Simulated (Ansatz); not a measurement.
# FGeH5OSi2: a ladder of functionals and wavefunction methods

One table from this session's results is given with a row withheld; the runs are named, their logs left out.

Method: functionals in def2-TZVPP, the program's frozen cores in correlated methods; program: Ansatz 0.2.0, Gaussian basis.

The runs, in order: LDA (SPW92), PBE-D4, revPBE-D4, BLYP-D4, r2SCAN-D4, B97M-V, PBE0-D4, B3LYP-D4, r2SCANh-D4, r2SCAN0-D4, HSE06-D4, BHLYP-D4, CAM-B3LYP-D4, LC-ωPBE, ωB97X-V, ωB97M-V, B2PLYP, PBE-QIDH; CCSD(T)/def2-SVP; CCSD(T)/def2-TZVPP; MP2/def2-QZVPP; extrapolation to the limit; RPA on PBE.

## The relaxed structure

All runs share one geometry, relaxed beforehand with PBE0-D4 in a triple-zeta def2 set.

10 atoms, charge 0, spin multiplicity 1.

Atoms are counted from 1 here; the program's logs count them from 0.

Bond lengths: O1–Ge2 1.780 Å, O1–H6 0.961 Å, Ge2–Si3 2.437 Å, Ge2–Si4 2.381 Å, Ge2–H7 1.536 Å, Si3–Si4 2.291 Å, Si3–H8 1.489 Å, Si3–H9 1.492 Å, Si4–F5 1.601 Å, Si4–H10 1.489 Å. Angles: Ge2–O1–H6 112.3°, O1–Ge2–Si3 112.9°, O1–Ge2–Si4 129.0°, O1–Ge2–H7 104.2°, Si3–Ge2–Si4 56.8°, Si3–Ge2–H7 130.0°, Si4–Ge2–H7 119.5°, Ge2–Si3–Si4 60.4°, Ge2–Si3–H8 138.4°, Ge2–Si3–H9 96.9°, Si4–Si3–H8 131.1°, Si4–Si3–H9 109.0°, H8–Si3–H9 110.6°, Ge2–Si4–Si3 62.9°, Ge2–Si4–F5 136.0°, Ge2–Si4–H10 101.6°, Si3–Si4–F5 129.4°, Si3–Si4–H10 109.6° and more.

Set-up of the first run:

Contents of in.yaml:

```yaml
crystal:
  periodic: [false, false, false]
  atoms:
    - {symbol: O, position_ang: [-1.245914, 0.552447, 2.088100]}
    - {symbol: Ge, position_ang: [0.193473, 0.558607, 1.040977]}
    - {symbol: Si, position_ang: [0.303533, -1.378775, -0.433949]}
    - {symbol: Si, position_ang: [0.322461, 0.729661, -1.330631]}
    - {symbol: F, position_ang: [-0.588656, 1.349073, -2.491713]}
    - {symbol: H, position_ang: [-1.998161, 0.125357, 1.670629]}
    - {symbol: H, position_ang: [1.286094, 1.202290, 1.906847]}
    - {symbol: H, position_ang: [1.192248, -2.549865, -0.669263]}
    - {symbol: H, position_ang: [-1.111058, -1.819154, -0.255302]}
    - {symbol: H, position_ang: [1.729080, 1.179160, -1.522693]}
basis:
  gaussian: {orbitals: def2-TZVPP}
hamiltonian: {xc: lda}
output: {orbitals: {seedname: orbitals}}
```

Run with:

```sh
ansatz run in.yaml --threads 4 --pin off --events-out ev --progress --plain --max-ram 10444MiB
```

Among the steps run: LDA; PBE-D4 (GGA); revPBE-D4 (GGA); BLYP-D4 (GGA); r2SCAN-D4 (meta-GGA); B97M-V (meta-GGA); PBE0-D4 (hybrid); B3LYP-D4 (hybrid); r2SCANh-D4 (hybrid); r2SCAN0-D4 (hybrid); HSE06-D4 (hybrid); BHLYP-D4 (hybrid); CAM-B3LYP-D4 (range-separated); LC-ωPBE (range-separated); ωB97X-V (range-separated); ωB97M-V (range-separated); B2PLYP (double hybrid); PBE-QIDH (double hybrid).

One of the session's tables, all rows but one given; the rest of the session is left out.

It belongs to the step «Frontier levels by functional». 

| functional | HOMO (eV) | LUMO (eV) | gap (eV) |
| --- | --- | --- | --- |
| LDA (SPW92) | -5.91 | -2.67 | 3.24 |
| PBE-D4 | -5.78 | -2.45 | 3.32 |
| revPBE-D4 | ? | ? | ? |
| BLYP-D4 | -5.63 | -2.24 | 3.38 |
| r2SCAN-D4 | -6.00 | -2.29 | 3.71 |
| B97M-V | -6.08 | -2.35 | 3.73 |
| PBE0-D4 | -6.80 | -1.66 | 5.14 |
| B3LYP-D4 | -6.60 | -1.77 | 4.83 |
| r2SCANh-D4 | -6.38 | -2.00 | 4.37 |
| r2SCAN0-D4 | -6.94 | -1.58 | 5.36 |
| HSE06-D4 | -6.41 | -2.03 | 4.38 |
| BHLYP-D4 | -7.68 | -0.67 | 7.00 |
| CAM-B3LYP-D4 | -7.96 | -0.53 | 7.43 |
| LC-ωPBE | -9.15 | 0.50 | 9.66 |
| ωB97X-V | -8.88 | 0.43 | 9.30 |
| ωB97M-V | -8.71 | 0.22 | 8.93 |

Q: Estimate the row for revPBE-D4 from the others.

As computed: HOMO (eV): -5.72; LUMO (eV): -2.36; gap (eV): 3.36. In the column «HOMO (eV)» it lies between PBE-D4 (-5.78) and BLYP-D4 (-5.63).
